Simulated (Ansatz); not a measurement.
# Be5Ag3: the cost of one run

Computed with Ansatz 0.2.0 (DFT PBE, scalar-relativistic, plane waves, PAW, unless a step's input says otherwise).

### Step 1. Starting point

It takes space group P4/mmm (No. 123, tetragonal). Conventional cell: a = 3.625 Å, b = 3.625 Å, c = 7.748 Å, α = 90.00°, β = 90.00°, γ = 90.00°. Be (site symmetry 2mm) is surrounded by 6 Be at 2.56 to 2.66 Å and 6 Ag at 2.65 to 2.66 Å. Be (site symmetry 4/mmm) is surrounded by 4 Ag at 2.56 Å and 8 Be at 2.66 Å. Ag (site symmetry 4/mmm) has 4 Ag at 2.56 Å and 8 Be at 2.65 Å in its first shell of neighbours. Around Ag (site symmetry 4/mmm) lie 12 Be at 2.56 to 2.66 Å.

As a file:

```cif
data_structure
_symmetry_space_group_name_H-M 'P 1'
_symmetry_Int_Tables_number 1
_cell_length_a 3.6251
_cell_length_b 3.6251
_cell_length_c 7.7483
_cell_angle_alpha 90.000
_cell_angle_beta 90.000
_cell_angle_gamma 90.000
_cell_volume 101.82
loop_
_atom_site_label
_atom_site_type_symbol
_atom_site_fract_x
_atom_site_fract_y
_atom_site_fract_z
_atom_site_occupancy
Be1 Be 0.00000 0.50000 0.25049 1
Be2 Be 0.00000 0.50000 0.74951 1
Be3 Be 0.50000 0.00000 0.25049 1
Be4 Be 0.50000 0.00000 0.74951 1
Be5 Be 0.00000 0.00000 0.00000 1
Ag1 Ag 0.00000 0.00000 0.50000 1
Ag2 Ag 0.50000 0.50000 0.00000 1
Ag3 Ag 0.50000 0.50000 0.50000 1
```

The cell is invented: species swapped into a database cell of Ti3Al5 (P4/mmm, No. 123), with Ag on the Ti sites and Be on the Al sites. Its size is a rough estimate.

### Step 2. A first look at the guess

The input, input.yaml:

```yaml
crystal:
  lattice:
    - [3.62507208, 0.0, 0.0]
    - [0.0, 3.62507208, 0.0]
    - [0.0, 0.0, 7.74825901]
  atoms:
    - { symbol: Be, position: [0.0, 0.5, 0.25048798] }
    - { symbol: Be, position: [0.0, 0.5, 0.74951202] }
    - { symbol: Be, position: [0.5, 0.0, 0.25048798] }
    - { symbol: Be, position: [0.5, 0.0, 0.74951202] }
    - { symbol: Be, position: [0.0, 0.0, 0.0] }
    - { symbol: Ag, position: [0.0, 0.0, 0.5] }
    - { symbol: Ag, position: [0.5, 0.5, 0.0] }
    - { symbol: Ag, position: [0.5, 0.5, 0.5] }
basis:
  ecutwfc: 420
kpoints:
  mp_grid: { grid: [6, 6, 2] }
hamiltonian:
  xc: pbe
scf:
  occupations: { method: gaussian, width: 0.1 }
  lower_state_search: "off"
output:
  forces: true
  stress: true
  eigenvalues: true
```

Run with:

```console
> ansatz run input.yaml --threads 1 --pin off --max-ram 2560MiB --backend cpu --events-out ev --progress --plain --runs-dir out
```

What time and memory should one allow on 1 thread of Intel Xeon 6975P-C (Granite Rapids), shared host?

About 2.5 s, with a peak of 0.4 GiB.
